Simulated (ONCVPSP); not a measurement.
# Pseudopotential generation for S: ONCV, PBE

Task: generate the file, and judge it by its errors in other configurations, its logarithmic derivatives, its ghosts and its cutoff.

The numbers are computed with ONCVPSP 4.0.1 (PBE, scalar-relativistic, spin-unpolarised reference atom).

## 1. Settings

Typed settings, in words:

| Quantity | Value |
| --- | --- |
| element | sulfur (S, Z = 16) |
| type | optimised norm-conserving Vanderbilt (ONCV) |
| frozen core | [Ne] |
| valence charge | 6 |
| reference configuration | 3s2 3p2 (charge +2) |
| partial waves | 3s: rc 1.25 bohr, ncon 4, nbas 9, qcut 4.3 1/bohr, local; 3p: rc 1.45 bohr, ncon 4, nbas 8, qcut 5.5 1/bohr, 3 projectors, debl 2.6 Ha; d scattering state at 0.18 Ha: rc 1.25 bohr, ncon 5, nbas 8, qcut 8.8 1/bohr, 2 projectors, debl 1.9 Ha |
| local potential | the s channel |
| core correction | Teter function, fcfact 3.25, rcfact 1.7 |

The outer shells as boxes (Hund's rule for the drawing; the calculation is spin-unpolarised):

```
[Ne] core
3s [↑↓]
3p [↑ ][↑ ][  ]
```

## 2. Generation

S.dat reads:

```
# ATOM AND REFERENCE CONFIGURATION
# atsym  z   nc   nv     iexc    psfile
  S 16.00    3    2        4      upf
#
#   n    l    f
    1    0    2.00
    2    0    2.00
    2    1    6.00
    3    0    2.00
    3    1    2.00
#
# PSEUDOPOTENTIAL AND OPTIMIZATION
# lmax
    2
#
#   l,   rc,      ep,       ncon, nbas, qcut
    0    1.25    0.00    4    9    4.30
    1    1.45    0.00    4    8    5.50
    2    1.25    0.18    5    8    8.80
#
# LOCAL POTENTIAL
# lloc, lpopt,  rc(5),   dvloc0
    0    5    1.25    0.00
#
# VANDERBILT-KLEINMAN-BYLANDER PROJECTORs
# l, nproj, debl
    0    0    1.20
    1    3    2.60
    2    2    1.90
#
# MODEL CORE CHARGE
# icmod, fcfact, rcfact
    3    3.25    1.70
#
# LOG DERIVATIVE ANALYSIS
# epsh1, epsh2, depsh
   -3.00    5.00    0.02
#
# OUTPUT GRID
# rlmax, drl
    6.00    0.01
#
# TEST CONFIGURATIONS
# ncnf
    4
# nvcnf
#   n    l    f
    2
    3    0    2.00
    3    1    4.00
#
    2
    3    0    2.00
    3    1    3.00
#
    2
    3    0    2.00
    3    1    1.00
#
    2
    3    0    1.00
    3    1    4.00
#
```

Started as:

```console
oncvpsp.x < S.dat > S.out
```

Before running it: what results should come out? Wanted: cutoffs for 1 and 0.1 mHa per electron, occupied waves; bound ghosts; GHOST(+) flags; largest test error; largest phase difference near zero energy, channels read; rms error of d²Exc/dn², without and with the model core; projector energies reset by the program.

**Answer**, as computed:

| quantity | value |
| --- | --- |
| cutoffs for 1 and 0.1 mHa per electron, occupied waves | 25 Ha and 120 Ha |
| bound ghosts | p at -1008.69 eV |
| GHOST(+) flags | p at 2371 eV |
| largest test error (AE − PS) | -9.8 meV, for 3s2 3p1 |
| largest phase difference near zero energy, channels read | 0.016 rad |
| rms error of d²Exc/dn², without and with the model core | 2.39 and 4.25 mHa |
| projector energies reset by the program | d: 0.050, 1.950 Ha |

**Reading.** A bound ghost (p) makes it unfit for use: electrons can fall into a state that the atom doesn't have. The worst unpolarised test, 3s2 3p1, is off by 9.8 meV on 34.0 eV; by total energies transferability rates as good. Atomic tests can pass in spite of a ghost, since they solve only for the levels asked. It counts as of middling hardness, with 25 Ha needed at the looser tolerance. The tighter tolerance needs 120 Ha, and converged work needs a cutoff nearer that. At the looser tolerance the 3s wave is the slowest; 3p needs 10 Ha. That counts occupied waves only; other projectors can need more. Near zero energy the phases of the channels with partial waves agree within 0.016 rad. The program also flags highly localised states, GHOST(+) (p). These are tests on the free atom; a crystal test is still owed.
